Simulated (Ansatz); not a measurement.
# CaB3Sb3: the cost of one run

Program: Ansatz 0.2.0. Level of theory: DFT PBE, scalar-relativistic, plane waves, PAW. These are calculated values, not measurements.

## Step 1: The starting structure

It takes space group P4/mmm (No. 123, tetragonal). The conventional cell has a = 4.569 Å, b = 4.569 Å, c = 3.933 Å, α = 90.00°, β = 90.00°, γ = 90.00°. Around Ca (site symmetry 4/mmm) lie 6 B at 1.97 to 2.28 Å. B (site symmetry mmm) is surrounded by 4 Sb at 1.97 to 2.28 Å and 2 Ca at 2.28 Å. B (site symmetry 4/mmm) has 2 Ca at 1.97 Å and 4 Sb at 2.28 Å as nearest neighbours. Sb (site symmetry mmm) has 4 B at 1.97 to 2.28 Å as nearest neighbours. Around Sb (site symmetry 4/mmm) lie 4 B at 2.28 Å.

Structure file:

```cif
data_structure
_symmetry_space_group_name_H-M 'P4/mmm'
_symmetry_Int_Tables_number 123
_cell_length_a 4.5692
_cell_length_b 4.5692
_cell_length_c 3.9333
_cell_angle_alpha 90.000
_cell_angle_beta 90.000
_cell_angle_gamma 90.000
_cell_volume 82.12
loop_
_atom_site_label
_atom_site_type_symbol
_atom_site_symmetry_multiplicity
_atom_site_Wyckoff_symbol
_atom_site_fract_x
_atom_site_fract_y
_atom_site_fract_z
_atom_site_occupancy
Ca1 Ca 1 b 0.00000 0.00000 0.50000 1
B1 B 2 e 0.00000 0.50000 0.50000 1
B2 B 1 a 0.00000 0.00000 0.00000 1
Sb1 Sb 2 f 0.00000 0.50000 0.00000 1
Sb2 Sb 1 d 0.50000 0.50000 0.50000 1
```

A structure generator made this guess: random cell by space group and Wyckoff sites (P4/mmm, No. 123). Its size is a rough estimate.

## Step 2: Probe: one point on a coarse mesh

The input, input.yaml:

```yaml
crystal:
  lattice:
    - [4.56920367, 0.0, 0.0]
    - [0.0, 4.56920367, 0.0]
    - [0.0, 0.0, 3.9332645]
  atoms:
    - { symbol: Ca, position: [0.0, 0.0, 0.5] }
    - { symbol: B, position: [0.0, 0.5, 0.5] }
    - { symbol: B, position: [0.5, 0.0, 0.5] }
    - { symbol: B, position: [0.0, 0.0, 0.0] }
    - { symbol: Sb, position: [0.0, 0.5, 0.0] }
    - { symbol: Sb, position: [0.5, 0.0, 0.0] }
    - { symbol: Sb, position: [0.5, 0.5, 0.5] }
basis:
  ecutwfc: 420
kpoints:
  mp_grid: { grid: [4, 4, 4] }
hamiltonian:
  xc: pbe
scf:
  occupations: { method: gaussian, width: 0.1 }
  lower_state_search: "off"
output:
  forces: true
  stress: true
  eigenvalues: true
```

Launch:

```bash
$ ansatz run input.yaml --threads 1 --pin off --max-ram 2048MiB --backend cpu --events-out ev --progress --plain --runs-dir out
```

Q: Estimate wall time and peak memory on 1 thread of Intel Xeon 6975P-C (Granite Rapids), shared host.

About 3.2 s, with a peak of 0.39 GiB.
